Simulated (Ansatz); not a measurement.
Consider a ladder of basis sets of CH₅SeSi, SMILES C[Se][SiH2] (Ansatz 0.2.0 through its Python package).

`basis.py`:
```python
"""Basis-set convergence for CH5SeSi."""

import logging
import sys
import warnings

import ansatz as az
from ase import Atoms

logging.basicConfig(stream=sys.stdout, format="%(name)s: %(message)s")
log = logging.getLogger("ansatz_job")
log.setLevel(logging.INFO)

warnings.simplefilter("ignore", az.DeckWarning)

atoms = Atoms(["C", "Se", "Si", "H", "H", "H", "H", "H"], positions=[
    [-0.8083, 0.9683, -0.3301],
    [0.6877, 0.8725, 0.8291],
    [1.1411, -1.2234, 0.0592],
    [-1.5143, 0.2259, -0.1016],
    [-0.5374, 0.9122, -1.4188],
    [-1.3375, 2.0179, -0.1956],
    [2.3901, -1.7335, 0.7743],
    [0.0707, -2.097, 0.3277],
])
geometry = az.Crystal.molecule_from_ase(atoms)

model = (
    geometry.calculation()
    .functional("b3lyp")
    .spin("collinear", total=1)
)

energies = {}
for basis in ["def2-SVP", "def2-SVPD", "def2-TZVP", "def2-TZVPP"]:
    rep = model.basis(gaussian=basis).run(threads=1).report
    size = rep["n_frozen"] + rep["n_occupied"][0] + rep["n_virtual"][0]
    energies[basis] = (rep["reference_energy_ev"] / 27.211386246, rep["free_energy_ev"] / 27.211386246)
    log.info(f"{basis:14s} {size:4d} orbitals  reference {energies[basis][0]:14.6f} Ha  total {energies[basis][1]:14.6f} Ha")

last = energies["def2-TZVPP"][1]
for basis, (_, total) in energies.items():
    log.info(f"{basis:14s} lies {27.211386 * (total - last):9.4f} eV above def2-TZVPP")
```

How far does the total energy move along this ladder of basis sets?

Against def2-SVP: def2-SVPD -7.3 mHa, def2-TZVP -445.3 mHa and def2-TZVPP -447.0 mHa. The last step alone is -1.74 mHa (these two sets differ little on atoms other than hydrogen). From the first set to the last the time grows from 4.3 to 10.4 s.

The run itself:

```console
$ python basis.py
ansatz_job: def2-SVP         89 orbitals  reference   -2731.757196 Ha  total   -2731.757196 Ha
ansatz_job: def2-SVPD       125 orbitals  reference   -2731.764517 Ha  total   -2731.764517 Ha
ansatz_job: def2-TZVP       146 orbitals  reference   -2732.202470 Ha  total   -2732.202470 Ha
ansatz_job: def2-TZVPP      191 orbitals  reference   -2732.204208 Ha  total   -2732.204208 Ha
ansatz_job: def2-SVP       lies   12.1638 eV above def2-TZVPP
ansatz_job: def2-SVPD      lies   11.9646 eV above def2-TZVPP
ansatz_job: def2-TZVP      lies    0.0473 eV above def2-TZVPP
ansatz_job: def2-TZVPP     lies    0.0000 eV above def2-TZVPP
```

The drop along the ladder measures the basis error, and is no property of the molecule. The geometry is a force-field or estimated start, not a minimum of this method, and the last set is no limit. Much of the fall in a total is atomic energy, which cancels in bond and reaction energies. The species is open-shell (spin multiplicity 2). b3lyp holds the VWN-RPA fit, as in Gaussian; the form of ORCA and Turbomole is b3lyp5. Run time: 30 s on 1 thread of Arm Neoverse V2, with other jobs on the host, peak memory 0.6 GiB.
